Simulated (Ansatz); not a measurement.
Predict the output of the script below (Ansatz 0.2.0, Python API).

Script `disp_c2h6bf.py`:
```python
from dataclasses import dataclass

import ansatz as az
from ase import Atoms


@dataclass
class RunConfig:
    basis: str = "def2-SVP"


cfg = RunConfig()

atoms = Atoms(["C", "C", "B", "F", "H", "H", "H", "H", "H", "H"], positions=[
    (-0.7671, 0.7743, -0.2406),
    (-0.1226, -0.2616, 0.5698),
    (1.1487, -0.7999, -0.186),
    (1.1398, -1.443, -1.4599),
    (-1.1416, 0.4038, -1.2505),
    (-1.7118, 1.1957, 0.2938),
    (-0.1083, 1.684, -0.4169),
    (-0.778, -1.0886, 0.7339),
    (0.1801, 0.1793, 1.5973),
    (2.2438, -0.6951, 0.3621),
])
molecule = az.Crystal.molecule_from_ase(atoms)

job = molecule.calculation().basis(gaussian=cfg.basis)
for name in ["blyp", "b3lyp"]:
    for correction in ("d3bj", "d4"):
        rep = job.functional(name, dispersion=correction).run().report
        print(f"{name:8s} {correction:5s} total {rep['free_energy_ev']:.5f} eV, of which dispersion {1000 * rep['dispersion']['energy']['ev']:.2f} meV")
```

```console
$ python disp_c2h6bf.py
blyp     d3bj  total -5559.99371 eV, of which dispersion -310.53 meV
blyp     d4    total -5559.98918 eV, of which dispersion -306.01 meV
b3lyp    d3bj  total -5562.33477 eV, of which dispersion -251.71 meV
b3lyp    d4    total -5562.29823 eV, of which dispersion -215.17 meV
```

Total energies depend on the basis set; only differences at equal settings carry meaning. The geometry is a force-field or estimated start, not a minimum of this method, and the basis set is short of its limit. D4 holds the three-body term, and d3bj doesn't. b3lyp holds the VWN-RPA fit, as in Gaussian; the form of ORCA and Turbomole is b3lyp5. Wall time of the script: 8.4 s on 1 thread of Arm Neoverse V1 (shared host), peak memory 0.22 GiB.
